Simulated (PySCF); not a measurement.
# CaN⁺ (triplet) under other conditions

Aim: change spin, charge, geometry, field or solvent of CaN⁺ (triplet), one at a time, and compare with the base run.

The runs use PySCF 2.14.0; method and basis as typed in the scripts.

### Step 1. Where the work starts

CaN⁺ (triplet): 2 atoms, charge 1, spin multiplicity 3.

Bond lengths: Ca1–N2 2.345 Å.

### Step 2. Base script

input.py

```python
from pyscf import gto, scf
from pyscf.hessian import thermo

mol = gto.M(
    atom='Ca 0 0 0; N 0 0 2.345',
    basis='6-31g*',
    charge=1,
    spin=2,
    verbose=3,
)
mf = scf.UHF(mol)
mf = mf.newton()
mf.kernel()
hess = mf.Hessian().kernel()
print('wavenumber (cm^-1) =', thermo.harmonic_analysis(mol, hess)['freq_wavenumber'].round(1))
mf.dip_moment()
print('orbital energies (hartree):', [e[max(0, n-3):n+3].round(4) for e, n in zip(mf.mo_energy, mol.nelec)])
```

The run is started by

```bash
$ OMP_NUM_THREADS=1 python input.py
```

The log of this run is left out.

Base result: E(SCF) = -730.889864 Eh, ⟨S²⟩ = 2.883, wavenumbers 469 cm⁻¹.

⟨S²⟩ = 2.88 against 2.00 for a pure state: the determinant is spin-contaminated. The bond length is a typed value, not an optimised one, so the wavenumber is not that of the minimum. The dipole of an ion depends on the origin. The triplet is typed in the script; nothing here shows that it is the ground state.

### Step 3. PCM, ε = 20.5

Edit 1 changes solvent: none (gas phase) → PCM, ε = 20.5; step after the SCF: frequency → analyze.

input.py

```python
from pyscf import gto, scf, solvent

mol = gto.M(
    atom='Ca 0 0 0; N 0 0 2.345',
    basis='6-31g*',
    charge=1,
    spin=2,
    verbose=3,
)
mf = scf.UHF(mol)
mf = solvent.PCM(mf)
mf.with_solvent.eps = 20.5
mf = mf.newton()
mf.kernel()
mf.analyze()
print('orbital energies (hartree):', [e[max(0, n-3):n+3].round(4) for e, n in zip(mf.mo_energy, mol.nelec)])
```

The run is started by

```bash
$ OMP_NUM_THREADS=1 python input.py
```

### Step 4. PCM, ε = 32.6

Edit 2 changes solvent: none (gas phase) → PCM, ε = 32.6; step after the SCF: frequency → analyze.

input.py

```python
from pyscf import gto, scf, solvent

mol = gto.M(
    atom='Ca 0 0 0; N 0 0 2.345',
    basis='6-31g*',
    charge=1,
    spin=2,
    verbose=3,
)
mf = scf.UHF(mol)
mf = solvent.PCM(mf)
mf.with_solvent.eps = 32.6
mf = mf.newton()
mf.kernel()
mf.analyze()
print('orbital energies (hartree):', [e[max(0, n-3):n+3].round(4) for e, n in zip(mf.mo_energy, mol.nelec)])
```

### Step 5. Bond 2.415 Å

Edit 3 changes bond length: 2.345 Å → 2.415 Å.

input.py, as its differences from that of step 2:

```diff
@@ -4,3 +4,3 @@
 mol = gto.M(
-    atom='Ca 0 0 0; N 0 0 2.345',
+    atom='Ca 0 0 0; N 0 0 2.415',
     basis='6-31g*',
```

### Step 6. Septet

Edit 4 changes spin (2S): 2 → 6.

input.py, as its differences from that of step 2:

```diff
@@ -7,3 +7,3 @@
     charge=1,
-    spin=2,
+    spin=6,
     verbose=3,
```

Q: Predict the outcome of this session. Wanted: for each run, E(SCF); from base; gap, α spin; after the SCF.

As calculated:

```csv
run,E(SCF) (hartree),from base (eV),"gap, α spin (eV)",after the SCF
base,-730.889864,0,17.49,highest mode 469 cm⁻¹
"PCM, ε = 20.5",-730.997561,-2.9306,10.68,n/a
"PCM, ε = 32.6",-731.000258,-3.0040,10.72,n/a
bond 2.415 Å,-730.894488,-0.1258,17.31,highest mode 411 cm⁻¹
septet,-730.277079,+16.6747,4.68,highest mode 454 cm⁻¹
```

What this shows: Of the runs whose energies can be compared, “septet” moves the SCF energy most (+16.675 eV). A continuum solvent with ε = 20.5 lowers the energy by 2.931 eV, a large gain because the system is charged. A continuum solvent with ε = 32.6 lowers the energy by 3.004 eV, a large gain because the system is charged. The septet solution found lies 16.67 eV above the base triplet at this geometry and level.
